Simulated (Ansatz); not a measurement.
**BH3OSSi: small, medium and large basis sets**

How large a basis does BH3OSSi need? Two functionals are run in growing sets.

Computed with Ansatz 0.2.0, Gaussian basis. Level: one geometry, several basis sets.

The runs, in order: PBE0-D4/def2-SVP; ωB97M-V/def2-SVP; PBE0-D4/def2-QZVPP; ωB97M-V/def2-QZVPP; the functionals' def2-TZVPP values are taken from earlier runs.

### 1 The relaxed structure

The geometry comes from an earlier relaxation with PBE0-D4 in a triple-zeta def2 set; it is a stationary point, not always the lowest conformer.

SMILES `B1O[SiH2]S1`, 7 atoms, charge 0, spin multiplicity 1.

Atoms are counted from 1 here; the program's logs count them from 0.

Bond lengths: B1–O2 1.373 Å, B1–S4 1.847 Å, B1–H5 1.190 Å, O2–Si3 1.680 Å, Si3–S4 2.127 Å, Si3–H6 1.480 Å, Si3–H7 1.480 Å. Angles: O2–B1–S4 110.0°, O2–B1–H5 124.5°, S4–B1–H5 125.6°, B1–O2–Si3 94.2°, O2–Si3–S4 87.4°, O2–Si3–H6 112.1°, O2–Si3–H7 112.1°, S4–Si3–H6 116.2°, S4–Si3–H7 116.2°, H6–Si3–H7 110.9°, B1–S4–Si3 68.4°.

### 2 PBE0-D4 in def2-SVP

in.yaml reads:

```yaml
crystal:
  periodic: [false, false, false]
  atoms:
    - {symbol: B, position_ang: [-1.081999, 0.082021, -0.679460]}
    - {symbol: O, position_ang: [0.186969, 0.523617, -0.959917]}
    - {symbol: Si, position_ang: [0.840556, -0.062007, 0.472434]}
    - {symbol: S, position_ang: [-1.105556, -0.768609, 0.959530]}
    - {symbol: H, position_ang: [-2.021085, 0.231349, -1.395353]}
    - {symbol: H, position_ang: [1.372835, 1.023587, 1.325563]}
    - {symbol: H, position_ang: [1.869380, -1.097958, 0.231603]}
basis:
  gaussian: {orbitals: def2-SVP}
hamiltonian: {xc: pbe0, dispersion: d4}
output: {orbitals: {seedname: orbitals}}
```

On the command line:

```
ansatz run in.yaml --threads 2 --pin off --events-out ev --progress --plain --max-ram 4352MiB
```

Further steps of the session: ωB97M-V in def2-SVP; PBE0-D4 in def2-QZVPP; ωB97M-V in def2-QZVPP.

Q: Predict the results of all the runs planned. Wanted: PBE0-D4: double and triple zeta above quadruple; ωB97M-V: double and triple zeta above quadruple.

As calculated:

| quantity | value |
| --- | --- |
| PBE0-D4: double and triple zeta above quadruple | 10.67, 0.76 eV |
| ωB97M-V: double and triple zeta above quadruple | 10.68, 0.71 eV |

In words: PBE0-D4 gains 9.91 eV from double to triple zeta, then 0.76 eV more. Total energies overstate the basis error of differences, where much of it tends to cancel. The LUMO of ωB97M-V is positive and keeps falling with the basis (1.66 to 0.91 eV): an unbound level that the basis holds in place.
